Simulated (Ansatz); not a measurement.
# CrCoPt2: the cost of one run

Computed with Ansatz 0.2.0 (DFT, LDA, all-electron LAPW, scalar-relativistic, unless a step's input says otherwise).

## (1) Starting point

Symmetry: P4/mmm, No. 123, tetragonal system. Conventional cell: a = 3.819 Å, b = 3.819 Å, c = 3.746 Å, α = 90.00°, β = 90.00°, γ = 90.00°. Cr (site symmetry 4/mmm) is surrounded by 8 Pt at 2.67 Å and 4 Co at 2.70 Å. Co (site symmetry 4/mmm) has 8 Pt at 2.67 Å and 4 Cr at 2.70 Å as nearest neighbours. Pt (site symmetry mmm) has 4 Cr at 2.67 Å and 4 Co at 2.67 Å and 4 Pt at 2.70 Å as nearest neighbours.

Structure file:

```xyz
4
Lattice="3.8190 0.0000 0.0000 0.0000 3.8190 0.0000 0.0000 0.0000 3.7460" Properties=species:S:1:pos:R:3 pbc="T T T"
Cr    0.0000    0.0000    0.0000
Co    1.9095    1.9095    0.0000
Pt    0.0000    1.9095    1.8730
Pt    1.9095    0.0000    1.8730
```

Atoms are numbered in the order of the input: Cr1, Co2, Pt3, Pt4.

## (2) Free moments, LAPW

Input file input.yaml:

```yaml
crystal:
  lattice:
    - [3.819, 0.0, 0.0]
    - [0.0, 3.819, 0.0]
    - [0.0, 0.0, 3.746]
  atoms:
    - { symbol: Cr, position: [0.0, 0.0, 0.0], spin: 3.0 }
    - { symbol: Co, position: [0.5, 0.5, 0.0], spin: 2.0 }
    - { symbol: Pt, position: [0.0, 0.5, 0.5] }
    - { symbol: Pt, position: [0.5, 0.0, 0.5] }
magnetization:
  spin_polarized: true
kpoints:
  mp_grid: { grid: [8, 8, 8] }
scf:
  occupations: { method: fermi_dirac, width: 0.05 }
  lower_state_search: "off"
hamiltonian:
  xc: lda
  pseudopotentials: { kind: all_electron, lapw: { basis_error: 0.001 } }
output:
  forces: true
  stress: true
  eigenvalues: false
  populations: true
```

Started as:

```
$ ansatz run input.yaml --threads 2 --pin off --max-ram 6144MiB --backend cpu --events-out ev --progress --plain --runs-dir out
```

Q: Estimate wall time and peak memory on 2 threads of Arm Neoverse V2, shared host.

About 11 min, with a peak of 3.7 GiB.
